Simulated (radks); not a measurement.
# Hg²⁺ in [Xe] 4f14 5d10: an all-electron calculation

One table from this session's results is given with a row withheld; the runs are named, their logs left out.

Method: scalar-relativistic Kohn-Sham, RPBE, spin-polarised, spherical densities, finite nucleus. Code: radks (a radial shooting solver on a logarithmic mesh, Libxc functionals) version 1.

## The system

- element: mercury (Z = 80)
- charge: +2
- electrons: 78
- configuration: [Xe] 4f14 5d10
- nuclear rms radius: 5.4648 fm

The outer shells:

Hg²⁺
```
[Xe] core
4f [↑↓][↑↓][↑↓][↑↓][↑↓][↑↓][↑↓]
5d [↑↓][↑↓][↑↓][↑↓][↑↓]
```

Set-up of the first run:

The run's settings:

```text
Z 80
configuration [Xe] 4f14 5d10 6s0 6p0
relativity scalar-relativistic
functional rpbe,pbe
spin polarised
nucleus finite rms 5.4648 fm
c 137.035999084
```

One of the session's tables, all rows but one given; the rest of the session is left out.

It belongs to the step «Radial structure». Radial moments (bohr):

| level | <r> | outermost maximum (interpolated) | 90 % within | nodes |
| --- | --- | --- | --- | --- |
| 1s | 0.01659 | 0.0102 | 0.0304 | 0 |
| 2s | 0.06993 | 0.0592 | 0.109 | 1 |
| 2p | 0.06328 | 0.0491 | 0.103 | 0 |
| 3s | 0.1807 | 0.167 | 0.265 | 2 |
| 3p | 0.1821 | 0.166 | 0.272 | 1 |
| 3d | 0.1650 | 0.136 | 0.256 | 0 |
| 4s | 0.3993 | 0.376 | 0.572 | 3 |
| 4p | 0.4254 | 0.396 | 0.616 | 2 |
| 4d | 0.4488 | 0.403 | 0.669 | 1 |
| 5s | ? | ? | ? | ? |
| 4f | 0.4825 | 0.367 | 0.772 | 0 |
| 5p | 1.040 | 0.929 | 1.51 | 3 |
| 5d | 1.440 | 1.16 | 2.21 | 2 |
| 6s | 2.392 | 2.08 | 3.48 | 5 |
| 6p | 3.076 | 2.69 | 4.47 | 4 |

Estimate the missing values for 5s.

**Answer.** <r>: 0.9025; outermost maximum (interpolated): 0.828; 90 % within: 1.29; nodes: 4. In the column «<r>» it lies between 4f (0.4825) and 5p (1.040).
